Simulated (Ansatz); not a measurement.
Run this with Ansatz 0.2.0, Python API and show what comes out.

Contents of `lipb_lipb.vasp`:
```text
LiPb
1.0
   2.49350000    1.43962290    2.06266667
  -2.49350000    1.43962290    2.06266667
   0.00000000   -2.87924579    2.06266667
Li Pb
1 1
Direct
   0.50000000    0.50000000    0.50000000
   0.00000000    0.00000000    0.00000000
```

`lipb_li.vasp`
```text
Li
1.0
  -1.75465000    1.75465000    1.75465000
   1.75465000   -1.75465000    1.75465000
   1.75465000    1.75465000   -1.75465000
Li
1
Direct
   0.00000000    0.00000000    0.00000000
```

The script reads `lipb_pb.cif`:
```cif
data_Pb
_cell_length_a 3.500207
_cell_length_b 3.500207
_cell_length_c 3.500207
_cell_angle_alpha 60.00000
_cell_angle_beta 60.00000
_cell_angle_gamma 60.00000
_symmetry_space_group_name_H-M 'P 1'
_symmetry_Int_Tables_number 1
loop_
_symmetry_equiv_pos_as_xyz
'x, y, z'
loop_
_atom_site_label
_atom_site_type_symbol
_atom_site_fract_x
_atom_site_fract_y
_atom_site_fract_z
Pb1 Pb    0.000000    0.000000    0.000000
```

Script `run_formation.py`:
```python
'''Formation energy of LiPb from the elements, after relaxing cells and atoms.'''

from collections import Counter
import logging
import sys
import warnings

import ansatz as az
from ase.io import read
import numpy as np

logging.basicConfig(stream=sys.stdout, format='%(levelname)s:%(name)s:%(message)s')
log = logging.getLogger('ansatz_job')
log.setLevel(logging.INFO)


def solve(name, crystal):
    calc = (
        crystal.calculation()
        .functional(az.Functional.PBESOL)
        .scf(tolerance=1e-08)
        .basis(500)
        .kpoints(spacing=0.27)
        .occupations('fermi_dirac', width=0.05)
        .stress()
    )
    calc = calc.relax(force_tolerance=0.03, cell=True)
    return calc.run()


def counts(outcome):
    return Counter(site.symbol for site in outcome.lattice.sites)

def formation_energy(outcome, mu):
    n = counts(outcome)
    return (outcome.report['energy_sigma0_ev'] - sum(k * mu[element] for element, k in n.items())) / sum(n.values())


def volume_per_atom(outcome):
    return abs(np.linalg.det(outcome.lattice.cell_ang)) / len(outcome.lattice.sites)

warnings.simplefilter('ignore', az.DeckWarning)

phases = {}
atoms = read('lipb_lipb.vasp', format='vasp')
lipb = az.Crystal.from_ase(atoms)
phases['LiPb'] = lipb
atoms = read('lipb_li.vasp', format='vasp')
li = az.Crystal.from_ase(atoms)
phases['Li'] = li
atoms = read('lipb_pb.cif')
pb = az.Crystal.from_ase(atoms)
phases['Pb'] = pb

done = {}
for name, crystal in phases.items():
    done[name] = solve(name, crystal)
    log.info(f'{name}: {done[name].report["energy_sigma0_ev"]:.4f} eV, {len(done[name].lattice.sites)} atoms')

# chemical potentials of the elements at zero temperature
references = {'Li': 'Li', 'Pb': 'Pb'}
mu = {element: done[name].report['energy_sigma0_ev'] / len(done[name].lattice.sites) for element, name in references.items()}

target = done['LiPb']
heat = formation_energy(target, mu)
n = counts(target)
print('cell content:', dict(n), ' volume', round(volume_per_atom(target), 3), 'A^3/atom')
print('formation energy', round(heat, 4), 'eV/atom,', round(heat * sum(n.values()), 4), 'eV per cell')
print('bound against the elements' if heat < 0 else 'unbound against the elements')
```

Output of `python run_formation.py`:
```text
INFO:ansatz_job:LiPb: -11958.5655 eV, 2 atoms
INFO:ansatz_job:Li: -202.9898 eV, 1 atoms
INFO:ansatz_job:Pb: -11754.9622 eV, 1 atoms
cell content: {<Element.LI: 'Li'>: 1, <Element.PB: 'Pb'>: 1}  volume 21.639 A^3/atom
formation energy -0.3067 eV/atom, -0.6135 eV per cell
bound against the elements
```

What to keep in mind:
- Absolute energies stand on the zero of these potentials, so only differences at equal settings mean something.
- For the metals among these phases the mesh is modest: differences between phases can be off by up to 40 meV an atom.
- The program warned that this SCF threshold is loose for forces or stresses.
- Spin-orbit coupling, which matters for elements this heavy, is left out.
- The cells come from databases of deposited and of computed structures, and not all need be stable phases.
- The compound is the structure given, not necessarily its lowest; energies are at zero temperature, with no correction for gases. A semilocal functional's error on such energies is often 0.05 to 0.1 eV an atom, and 0.1 to 0.3 eV against gases such as O2 or F2.
- The script silences the warnings on its input, which a real study should read.
- The whole script took 9.4 s on 1 thread of AMD EPYC 7B13 (Zen 3), on a shared host, peak memory 0.49 GiB.

(Lines on the test bed's own set-up are left out of the output.)
